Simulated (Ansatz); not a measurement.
# InP: the cost of one run

Method: DFT r2SCAN, scalar-relativistic, plane waves, PAW, in Ansatz 0.2.0.

The COD entry's cell or inner coordinates are ideal or old and differ from later refinements, so a difference from it is no clean test against experiment.

2 further runs of the same task are left out: 2 set aside as unsound or not needed. Runs told in other sessions of the task aren't counted.

## 1. The system as given

The structure is cubic, space group F-43m (No. 216). Conventional cell: a = 5.907 Å, b = 5.907 Å, c = 5.907 Å, α = 90.00°, β = 90.00°, γ = 90.00°. In (site symmetry -43m) has 4 P at 2.56 Å in its first shell of neighbours. Around P (site symmetry -43m) lie 4 In at 2.56 Å.

As a file:

```xyz
4
Lattice="0.0000 -2.9536 -2.9536 0.0000 2.9536 -2.9536 5.9071 0.0000 0.0000" Properties=species:S:1:pos:R:3 pbc="T T T"
In    2.9536    0.0000   -2.9536
In    0.0000    0.0000    0.0000
P     1.4768    1.4768   -1.4768
P     4.4304   -1.4768   -1.4768
```

It is built from the cell relaxed beforehand with the same method (25.77 Å³/atom).

## 2. The reference: the undisturbed cell on the scan's mesh

File input.yaml:

```yaml
crystal:
  lattice:
    - [0.0, -2.9535689145, -2.9535689145]
    - [0.0, 2.9535689145, -2.9535689145]
    - [5.907137829, 0.0, 0.0]
  atoms:
    - { symbol: In, position: [0.5, 0.5, 0.5] }
    - { symbol: In, position: [0.0, 0.0, 0.0] }
    - { symbol: P, position: [0.0, 0.5, 0.25] }
    - { symbol: P, position: [0.5, 0.0, 0.75] }
basis:
  ecutwfc: 500
kpoints:
  mp_grid: { grid: [8, 8, 6] }
hamiltonian:
  xc: r2scan
scf:
  occupations: { method: gaussian, width: 0.05 }
output:
  forces: true
  stress: true
  eigenvalues: true
  write_density: true
  write_potential: true
  elf: true
  volumetric_format: npy
```

On the command line:

```
> ansatz run input.yaml --threads 2 --pin off --max-ram 5120MiB --backend cpu --events-out ev --progress --plain --runs-dir out
```

**Question.** How long does this run take on 2 threads of Intel Xeon at 2.50GHz (Skylake/Cascade Lake), shared host, and how much memory does it need?

About 29 s, with a peak of 0.58 GiB.
